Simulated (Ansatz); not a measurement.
# CH4AlSe: the cost of one run

Program: Ansatz 0.2.0, driven from Python. Level of theory: B3LYP+D4/def2-SVP. These are calculated values, not measurements.

## 1. The system

Bond lengths: C1–Al2 1.924 Å, Al2–Se3 2.374 Å, C1–H4 1.102 Å, C1–H5 1.124 Å, C1–H6 1.134 Å, Se3–H7 1.552 Å. Angles: C1–Al2–Se3 119.2°, Al2–C1–H4 110.8°, Al2–C1–H5 112.9°, Al2–C1–H6 113.3°, H4–C1–H5 103.7°, H4–C1–H6 109.1°, H5–C1–H6 106.6°, Al2–Se3–H7 92.4°.

The script holds or builds the structure itself.

## 2. Script

File bend.py:

```python
'''Energy of CH4AlSe against one bond angle.'''

import ansatz as az
from ase import Atoms


def main() -> None:
    atoms = Atoms(['C', 'Al', 'Se', 'H', 'H', 'H', 'H'], positions=[
        (-1.0781, 0.2967, -0.3177),
        (0.1822, -1.1377, -0.0812),
        (2.5029, -0.6426, -0.0189),
        (-1.6371, 0.1752, -1.2591),
        (-0.5828, 1.299, -0.4303),
        (-1.8134, 0.3926, 0.5398),
        (2.4876, -0.4513, 1.5216),
    ])

    # relax first, so that the scan starts from a minimum
    first = (
        az.Crystal.molecule_from_ase(atoms).calculation()
        .basis(gaussian='def2-SVP')
        .functional('b3lyp', dispersion='d4')
        .spin('collinear', total=1)
        .relax(force_tolerance=0.02, max_steps=80)
    )
    atoms.positions = first.run().report['positions_ang']

    rows = []
    for angle in [90, 100, 110, 120, 135, 150, 165, 179]:
        bent = atoms.copy()
        bent.set_angle(1, 2, 6, angle, indices=[6])
        base = (
            az.Crystal.molecule_from_ase(bent).calculation()
            .basis(gaussian='def2-SVP')
            .functional('b3lyp', dispersion='d4')
            .spin('collinear', total=1)
        )
        rows.append((angle, base.run().report['free_energy_ev']))
    floor = min(e for _, e in rows)
    for angle, e in rows:
        print(f'angle Al1-Se2-H6 = {angle:3d} deg   {1000 * (e - floor):9.1f} meV')


if __name__ == '__main__':
    main()
```

## 3. Launch

Run with:

```console
$ python bend.py
```

Q: Estimate wall time and peak memory on 1 thread of Arm Neoverse V1, shared host.

About 1.7 min, with a peak of 0.31 GiB.
